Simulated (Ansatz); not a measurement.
# MgO: the cost of one run

Method: DFT LDA, all-electron LAPW, scalar-relativistic unless said, in Ansatz 0.2.0.

The COD entry's cell or inner coordinates are ideal or old and differ from later refinements, so a difference from it is no clean test against experiment.

3 further runs of the same task are left out: 1 that didn't finish, 2 set aside as unsound or not needed.

## Step 1: Starting point

The structure is cubic, space group Fm-3m (No. 225). The conventional cell has a = 4.159 Å, b = 4.159 Å, c = 4.159 Å, α = 90.00°, β = 90.00°, γ = 90.00°. Mg (site symmetry m-3m) has 6 O at 2.08 Å as nearest neighbours. O (site symmetry m-3m) is surrounded by 6 Mg at 2.08 Å.

As a file:

```
Mg O
1.0
     0.00000    2.07959    2.07959
     2.07959    0.00000    2.07959
     2.07959    2.07959    0.00000
Mg O
1 1
Direct
  0.00000 0.00000 0.00000
  0.50000 0.50000 0.50000
```

Cartesian axes are those of the input's lattice vectors. The structure goes back to a database entry.

## Step 2: Reference run, LAPW

input.yaml reads:

```yaml
crystal:
  lattice:
    - [0.0, 2.07959221297, 2.07959221297]
    - [2.07959221297, 0.0, 2.07959221297]
    - [2.07959221297, 2.07959221297, 0.0]
  atoms:
    - { symbol: Mg, position: [0.0, 0.0, 0.0] }
    - { symbol: O, position: [0.5, 0.5, 0.5] }
kpoints:
  mp_grid: { grid: [10, 10, 10] }
scf:
  occupations: { method: fixed }
hamiltonian:
  xc: lda
  pseudopotentials: { kind: all_electron, lapw: { basis_error: 0.001 } }
phonons:
  qmesh: [2, 2, 2]
  qpath:
    path:
      - [0.0, 0.0, 0.0]
      - [0.5, 0.0, 0.5]
      - [0.625, 0.25, 0.625]
      - [0.375, 0.375, 0.75]
      - [0.0, 0.0, 0.0]
      - [0.5, 0.5, 0.5]
      - [0.5, 0.25, 0.75]
      - [0.5, 0.0, 0.5]
    npoints: 6
  temperatures: { t_min: 0, t_max: 1000, t_step: 100 }
```

Started as:

```bash
ansatz run input.yaml --threads 2 --pin off --max-ram 5120MiB --backend cpu --events-out ev --progress --plain --runs-dir out
```

**Question.** How long does this run take on 2 threads of Arm Neoverse V1, shared host, and how much memory does it need?

About 2.2 min, with a peak of 0.57 GiB.
